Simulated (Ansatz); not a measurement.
# GeF− (singlet): from Hartree-Fock to the top rungs, aug-cc-pVDZ

The task here is to estimate one member of a computed series from the others.

Computed with Ansatz 0.2.0, Gaussian basis. Level: aug-cc-pVDZ, core rule «outside noble gas», up to 15 orbitals frozen.

Plan: UHF; CCSD(T) on RHF; CCSD(T) on UHF; BCCD(T) on RHF; CISD; CCSDT(Q) on RHF; CCSDT(Q) on UHF.

19 further runs of the same task are left out: 4 for a known fault of the program, 4 that didn't finish, 11 set aside as unsound or not needed.

## The geometry

The geometry is a PBE0/def2-TZVPD stationary point (not a proven minimum) of the parent state, kept for this charge and spin. No spin-orbit coupling is included. The filled d shell of Ge may be among the frozen orbitals whatever the setting's name suggests; the logs give the count.

2 atoms, charge -1, spin multiplicity 1.

Atoms are counted from 1 here; the program's logs count them from 0.

Bond lengths: Ge1–F2 1.863 Å.

As a file:

```xyz
2

Ge    0.0000    0.0000    0.0000
F     0.0000    0.0000    1.8627
```

Set-up of the first run:

Input file in.yaml:

```yaml
crystal:
  periodic: [false, false, false]
  atoms:
    - {symbol: Ge, position_ang: [0.000000, 0.000000, 0.000000]}
    - {symbol: F, position_ang: [0.000000, 0.000000, 1.862700]}
basis:
  gaussian: {orbitals: aug-cc-pVDZ}
total_charge: -1
magnetization: {spin_polarized: true, initial_magnetization: 0}
hamiltonian: {xc: hf}
output: {orbitals: {seedname: orbitals}}
```

Command:

```bash
$ ansatz run in.yaml --threads 1 --pin off --events-out ev --progress --plain --max-ram 2393MiB
```

Steps of the session up to this table: UHF; CCSD(T) on RHF; CCSD(T) on UHF; BCCD(T) on RHF; CISD; CCSDT(Q) on RHF; CCSDT(Q) on UHF.

One of the session's tables, all rows but one given; the rest of the session is left out.

It belongs to the step «Misses and costs». 

| method | from RCCSDT(Q) (kJ/mol) |
| --- | --- |
| RHF | +856.7 |
| UHF | +756.9 |
| RMP2 | +88.5 |
| UMP2 | +29.3 |
| RCCSD | +45.2 |
| UCCSD | ? |
| RCCSD(T) | +18.4 |
| UCCSD(T) | -38.0 |
| BCCD(T) | +17.5 |
| RCCSDT | +7.2 |
| UCCSDT | -56.5 |
| RCCSDT(Q) | 0 |
| UCCSDT(Q) | -64.2 |

Q: Estimate the row for UCCSD from the others.

The run gave: from RCCSDT(Q) (kJ/mol): -11.6. In the column «from RCCSDT(Q) (kJ/mol)» it lies between UCCSD(T) (-38.0) and RCCSDT(Q) (0).

Not comparable, so not listed: CISD (they don't share determinant, frozen orbitals or solution with the rows shown, or repeat one).

Limits of these values: The determinant is far from a pure spin state, so its energy mixes those of several spin states (harmless only where they are near-degenerate, as at dissociation). The report flags that the cluster equations may have other roots. The program flags UCCSD(T), RCCSDT(Q), UCCSDT(Q) as in doubt, so the zero of the table is itself unsure. Warnings: restricted reference is unstable; spin contamination. Restricted and unrestricted rows rest on different reference determinants; where their highest levels disagree by more than a few hundredths of an eV, they describe different states and don't form one ladder.
